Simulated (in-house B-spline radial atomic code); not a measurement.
# Bi⁷⁴⁺: excited configurations

Aim: the energies of several excited configurations of Bi⁷⁴⁺ above a reference configuration, each from its own self-consistent run.

The numbers are computed with in-house B-spline radial atomic code version 1 (Dirac-Hartree-Fock, average of configuration, Fermi nucleus, basis-set limit), except any that are marked as measured or tabulated.

### 1 Starting point

```
element       : bismuth (Z = 83)
charge        : +74
electrons     : 9
configuration : [He] 2s2 2p5
Hamiltonian   : Dirac-Coulomb
nucleus       : Fermi, rms radius 5.521 fm
```

Outer shells as boxes (Hund's rule):

[He] 2s2 2p5
```
[He] core
2s [↑↓]
2p [↑↓][↑↓][↑ ]
```

The boxes draw the filling by Hund's rule, which heavy ions in jj coupling don't follow; these runs average over all states of the configuration.

The run's settings:

```ini
Z = 83
electrons = 9.0
configuration = [He] 2s2 2p5
hamiltonian = dirac
method = hf
spin_polarised = False
nucleus = fermi
rms_radius = 5.5211
mass_number = 209
atomic_mass = 208.980398599
speed_of_light = 137.035999084
```

From the earlier run of the reference: total energy -13558.001551 hartree. Levels, eight at most:

| orbital | occupation | energy (eV) | <r> (bohr) |
| --- | --- | --- | --- |
| 1s1/2 | 2 | -98773.8 | 0.01577 |
| 2s1/2 | 2 | -23503.5 | 0.06449 |
| 2p1/2 | 1.66667 | -22989.2 | 0.05276 |
| 2p3/2 | 3.33333 | -20560.5 | 0.06128 |

### 2 [He] 2s1 2p5 5d1

The run's settings:

```ini
Z = 83
electrons = 9.0
configuration = [He] 2s1 2p5 5d1
hamiltonian = dirac
method = hf
spin_polarised = False
nucleus = fermi
rms_radius = 5.5211
mass_number = 209
atomic_mass = 208.980398599
speed_of_light = 137.035999084
```

### 3 Run with [He] 2s2 2p4 5p1

The settings differ from step 2 so:

```diff
@@ -2,3 +2,3 @@
 electrons = 9.0
-configuration = [He] 2s1 2p5 5d1
+configuration = [He] 2s2 2p4 5p1
 hamiltonian = dirac
```

### 4 [He] 2s1 2p5 6d1

The settings differ from step 3 so:

```diff
@@ -2,3 +2,3 @@
 electrons = 9.0
-configuration = [He] 2s2 2p4 5p1
+configuration = [He] 2s1 2p5 6d1
 hamiltonian = dirac
```

### 5 Run with [He] 2s2 2p4 6p1

The settings differ from step 4 so:

```diff
@@ -2,3 +2,3 @@
 electrons = 9.0
-configuration = [He] 2s1 2p5 6d1
+configuration = [He] 2s2 2p4 6p1
 hamiltonian = dirac
```

### 6 [He] 2s2 2p4 4s1

The settings differ from step 5 so:

```diff
@@ -2,3 +2,3 @@
 electrons = 9.0
-configuration = [He] 2s2 2p4 6p1
+configuration = [He] 2s2 2p4 4s1
 hamiltonian = dirac
```

Before running: How far above the reference does each configuration lie (order and size, in eV)?

As calculated:

| net move | configuration | energy above the reference (eV) | with Breit, QED, recoil (eV) | largest <r> (bohr) |
| --- | --- | --- | --- | --- |
| 2p → 4s | [He] 2s2 2p4 4s1 | 16008.2 | 15970.8 | 0.284 |
| 2p → 5p | [He] 2s2 2p4 5p1 | 18136.9 | 18094.9 | 0.466 |
| 2p → 6p | [He] 2s2 2p4 6p1 | 19141.5 | 19098.4 | 0.682 |
| 2s → 5d | [He] 2s1 2p5 5d1 | 20372.2 | 20307.5 | 0.450 |
| 2s → 6d | [He] 2s1 2p5 6d1 | 21333.3 | 21268.3 | 0.668 |

Quantum defects of the promoted electron, δ = n − ζ/√(−2ε) with ζ = 75 and ε its orbital energy in hartree:

| promotion | δ |
| --- | --- |
| 2p → 4s | 0.221 |
| 2p → 5p | 0.132 |
| 2p → 6p | 0.136 |
| 2s → 5d | 0.054 |
| 2s → 6d | 0.058 |

**Reading.** At the bottom stands 2p → 4s (16008.2 eV), at the top 2s → 6d (21333.3 eV). Koopmans' estimate of the ionisation threshold is 20560.5 eV; 1 configuration exceeds it by over 2 % and could autoionise. Of those tabulated, the defect is largest for 4s (0.22) and least for 5d (0.05); at this charge much of the defect is relativistic. Two partly filled shells share a symmetry and can mix in the average, which may lower the energy, for: 2p → 5p; 2p → 6p. These are averages over configurations, without correlation, not spectroscopic levels.
